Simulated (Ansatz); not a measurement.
# C3H4AlF: a short trajectory

What does C3H4AlF do in its first 20 fs with a Langevin thermostat, with the temperature set to 300 K?

Method: revPBE/def2-SVP with D4 dispersion; program: Ansatz 0.2.0, Gaussian basis.

### Step 1. The relaxed structure

An earlier PBE0-D4 in a triple-zeta def2 set relaxation fixed the geometry.

SMILES `F[C]1=C[CH2][AlH]1`, 9 atoms, charge 0, spin multiplicity 1.

Atoms are counted from 1 here; the program's logs count them from 0.

Bond lengths: F1–C2 1.335 Å, C2–C3 1.346 Å, C2–Al5 1.924 Å, C3–C4 1.520 Å, C3–H6 1.092 Å, C4–Al5 1.970 Å, C4–H7 1.093 Å, C4–H8 1.093 Å, Al5–H9 1.585 Å. Angles: F1–C2–C3 123.3°, F1–C2–Al5 147.3°, C3–C2–Al5 89.4°, C2–C3–C4 112.2°, C2–C3–H6 124.3°, C4–C3–H6 123.5°, C3–C4–Al5 83.0°, C3–C4–H7 113.0°, C3–C4–H8 113.0°, Al5–C4–H7 119.0°, Al5–C4–H8 119.0°, H7–C4–H8 107.8°, C2–Al5–C4 75.4°, C2–Al5–H9 141.5°, C4–Al5–H9 143.1°.

### Step 2. Dynamics

The input, in.yaml:

```yaml
crystal:
  periodic: [false, false, false]
  atoms:
    - {symbol: F, position_ang: [1.922586, 1.322612, 1.153617]}
    - {symbol: C, position_ang: [0.835347, 0.720572, 0.665710]}
    - {symbol: C, position_ang: [0.874212, -0.177865, -0.335914]}
    - {symbol: C, position_ang: [-0.507304, -0.702791, -0.690360]}
    - {symbol: Al, position_ang: [-1.075357, 0.512887, 0.751823]}
    - {symbol: H, position_ang: [1.787701, -0.498063, -0.841143]}
    - {symbol: H, position_ang: [-0.604798, -1.781461, -0.544290]}
    - {symbol: H, position_ang: [-0.798614, -0.477883, -1.719399]}
    - {symbol: H, position_ang: [-2.345370, 1.035792, 1.543056]}
basis:
  gaussian: {orbitals: def2-SVP}
hamiltonian: {xc: {name: revPBE}, dispersion: d4}
md: {timestep: 1 fs, n_steps: 20, ensemble: nvt_langevin, temperature: 300, initial_velocities: maxwell_boltzmann, friction: 0.01, seed: 826}
```

Started as:

```console
ansatz run in.yaml --threads 2 --pin off --events-out ev --progress --plain --max-ram 4352MiB
```

What it wrote, shortened:

```text
Functional definition: revPBE
  name "revPBE"
  cite "Zhang & Yang, Phys. Rev. Lett. 80, 890 (1998) doi:10.1103/PhysRevLett.80.890"
  cite "Perdew, Burke & Ernzerhof, Phys. Rev. Lett. 77, 3865 (1996) doi:10.1103/PhysRevLett.77.3865"
[...]
1047 factors; their error is unknown
[...]
mean field -12478.53767767 eV, -458.5778013976 hartree, gradient 3.9e-5 eV, S^2 0.000000; 0 other end points of the search recorded, 0 dependent functions left out
[...]
reference -12478.53772268 eV, -458.5778030519 hartree; 22, 22 occupied and 72, 72 virtual orbitals, 1047 factors
md step     0: t =     0.00 fs  T =   266.7 K  F+E_penalty+E_count = -12479.07999808 eV  E_kin = 0.310224 eV  (29 SCF iters)
[...]
md step     5: t =     5.00 fs  T =   119.0 K  F+E_penalty+E_count = -12478.93521158 eV  E_kin = 0.138421 eV  (33 SCF iters, 3 dispersion substeps)
[...]
md step    10: t =    10.00 fs  T =   145.8 K  F+E_penalty+E_count = -12478.95366255 eV  E_kin = 0.169662 eV  (33 SCF iters, 3 dispersion substeps)
[...]
md step    15: t =    15.00 fs  T =   172.3 K  F+E_penalty+E_count = -12478.94643913 eV  E_kin = 0.200461 eV  (31 SCF iters, 3 dispersion substeps)
[...]
md step    19: t =    19.00 fs  T =   130.2 K  F+E_penalty+E_count = -12478.90477049 eV  E_kin = 0.151475 eV  (33 SCF iters, 3 dispersion substeps)
[...]
md step    20: t =    20.00 fs  T =   120.2 K  F+E_penalty+E_count = -12478.87207992 eV  E_kin = 0.139812 eV  (31 SCF iters, 3 dispersion substeps)
Total energy: -12478.87212545 eV, -458.5900921268 hartree
Atom 0 at     1.941309     1.360566     1.149387 Å, force    -0.172904     0.034041    -0.045276 eV/Å
Atom 1 at     0.838940     0.733025     0.684255 Å, force     0.015804    -0.185596     0.165642 eV/Å
Atom 2 at     0.875946    -0.175080    -0.331371 Å, force    -2.619912    -0.273083     0.272039 eV/Å
Atom 3 at    -0.550381    -0.820478    -0.730929 Å, force     1.544277     1.367445     1.117597 eV/Å
Atom 4 at    -1.086785     0.541381     0.763297 Å, force    -0.209770    -0.424533    -0.511165 eV/Å
Atom 5 at     1.729372    -0.413026    -0.894549 Å, force     1.920654    -0.544608    -1.093120 eV/Å
Atom 6 at    -0.514753    -1.929516    -0.594547 Å, force    -0.227230     0.327586     0.026166 eV/Å
Atom 7 at    -0.728887    -0.568977    -1.800881 Å, force    -0.293580    -0.155221     0.145597 eV/Å
Atom 8 at    -2.324208     1.298547     1.472177 Å, force     0.042661    -0.146031    -0.077480 eV/Å
Dipole moment:    -0.195782    -0.142165    -0.103782 e Å
```

Run time: 35 s. Hardware: 2 threads of Arm Neoverse V1, shared host.

### Step 3. Frames and traces

Step by step, with energies from the first frame:

```tsv
time (fs)	T (K)	potential (meV)	C3–C4 (Å)
0.0	267	0.0	1.520
1.0	262	9.9	1.506
2.0	210	56.7	1.493
3.0	168	109.0	1.482
4.0	131	142.3	1.474
5.0	119	144.8	1.470
6.0	123	123.6	1.471
7.0	142	109.1	1.476
8.0	140	125.3	1.485
9.0	133	144.6	1.496
10.0	146	126.3	1.507
11.0	169	89.4	1.518
12.0	179	76.4	1.528
13.0	183	93.6	1.539
14.0	180	119.6	1.552
15.0	172	133.6	1.564
16.0	180	129.0	1.577
17.0	204	116.3	1.589
18.0	172	130.3	1.601
19.0	130	175.2	1.610
20.0	120	207.9	1.616
```

Positions (Å) and forces (eV/Å) at 20.0 fs:

```xyz
9

F     1.941    1.361    1.149   -0.173    0.034   -0.045
C     0.839    0.733    0.684    0.016   -0.186    0.166
C     0.876   -0.175   -0.331   -2.620   -0.273    0.272
C    -0.550   -0.820   -0.731    1.544    1.367    1.118
Al   -1.087    0.541    0.763   -0.210   -0.425   -0.511
H     1.729   -0.413   -0.895    1.921   -0.545   -1.093
H    -0.515   -1.930   -0.595   -0.227    0.328    0.026
H    -0.729   -0.569   -1.801   -0.294   -0.155    0.146
H    -2.324    1.299    1.472    0.043   -0.146   -0.077
```

### Step 4. What came out

```
                         quantity                          value
                           length             20 steps of 1.0 fs
temperature, first and last frame                     267, 120 K
         temperature, second half  mean 167 K, from 120 to 204 K
           swing of the potential                        208 meV
                   range of C3–C4               1.470 to 1.616 Å
```

From 267 K at the start the temperature swings between 119 and 267 K: with 9 atoms it has no steady value yet; starting near a minimum, about half of the kinetic energy flows into the potential. The first value differs from the one set because the log counts other degrees of freedom than the draw of velocities did. C3–C4 swings most, by 0.15 Å; no bond breaks. A run of 20 fs gives no averages.
